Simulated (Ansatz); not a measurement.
# MoS2: the cost of one run

Computed with Ansatz 0.2.0, driven from Python. The levels of theory stand in the script.

The COD entry's cell or inner coordinates are ideal or old and differ from later refinements, so a difference from it is no clean test against experiment.

## Step 1: The structure

The structure is trigonal, space group R-3m (No. 166). Conventional cell: a = 3.171 Å, b = 3.171 Å, c = 18.345 Å, α = 90.00°, β = 90.00°, γ = 120.00°. Mo (site symmetry -3m) has 6 S at 2.39 Å as nearest neighbours. S (site symmetry 3m) is surrounded by 3 Mo at 2.39 Å.

Input file mos2.vasp:

```text
MoS2
1.0
   1.58550000    0.91538885    6.11499667
  -1.58550000    0.91538885    6.11499667
   0.00000000   -1.83077770    6.11499667
Mo S
1 2
Direct
   0.00000000    0.00000000    0.00000000
   0.75000000    0.75000000    0.75000000
   0.25000000    0.25000000    0.25000000
```

## Step 2: The script

Input file run_lattice.py:

```python
# -*- coding: utf-8 -*-
"""Relaxed cell of MoS2 under several functionals."""

import logging
import sys

import ansatz as az
from ase.io import read
import numpy as np

logging.basicConfig(stream=sys.stdout, format="%(name)s: %(message)s")
log = logging.getLogger("ansatz_job")
log.setLevel(logging.INFO)

def edges_and_angles(cell):
    cell = np.asarray(cell)
    a, b, c = np.linalg.norm(cell, axis=1)
    cosines = cell[1] @ cell[2] / (b * c), cell[0] @ cell[2] / (a * c), cell[0] @ cell[1] / (a * b)
    return (a, b, c, *np.degrees(np.arccos(cosines)))


def main():
    atoms = read("mos2.vasp", format="vasp")
    cell = az.Crystal.from_ase(atoms)

    base = cell.calculation()
    base = base.basis(38 * az.Ry)
    base = base.kpoints(density=5.1)
    base = base.occupations("cold", width=0.15)
    base = base.relax(cell=True)

    levels = [("r2scan", "rvv10"), ("lda", "none"), ("r2scan", "none"), ("pbesol", "none")]
    log.info("level            a       b       c    alpha   beta  gamma  V/atom  steps")
    for name, dispersion in levels:
        seen = []
        run = base.functional(name, dispersion=dispersion).session().plan()
        done = run.execute(on_event=lambda e: seen.append(e) if e["event"] == "relax_step" else None)
        cell = done.lattice.cell_ang
        label = name if dispersion == "none" else f"{name}+{dispersion}"
        print("{:13s} {:7.4f} {:7.4f} {:7.4f} {:6.2f} {:6.2f} {:6.2f}".format(label, *edges_and_angles(cell)), f"{abs(np.linalg.det(cell)) / len(done.lattice.sites):7.3f} {len(seen):5d}")


if __name__ == "__main__":
    main()
```

## Step 3: The calls as engine input

The engine receives this input (first run):

```yaml
crystal:
  lattice:
    - [1.5855, 0.91538885, 6.11499667]
    - [-1.5855, 0.91538885, 6.11499667]
    - [0.0, -1.8307777, 6.11499667]
  atoms:
    - { symbol: Mo, position: [0.0, 0.0, 0.0] }
    - { symbol: S, position: [0.75, 0.7499999999999999, 0.75] }
    - { symbol: S, position: [0.25, 0.25, 0.25] }
basis:
  ecutwfc: 517.016338673772
kpoints:
  mp_grid:
    kspacing: 0.19607843137254904
hamiltonian:
  xc: r2scan
  dispersion: rvv10
scf:
  occupations:
    method: cold
    width: 0.15
relax:
  cell: {}
```

## Step 4: The run

The run is started by

```
> python run_lattice.py
```

Q: Estimate wall time and peak memory on 1 thread of AMD EPYC 9B45 (Zen 5), shared host.

About 2 min, with a peak of 0.84 GiB.
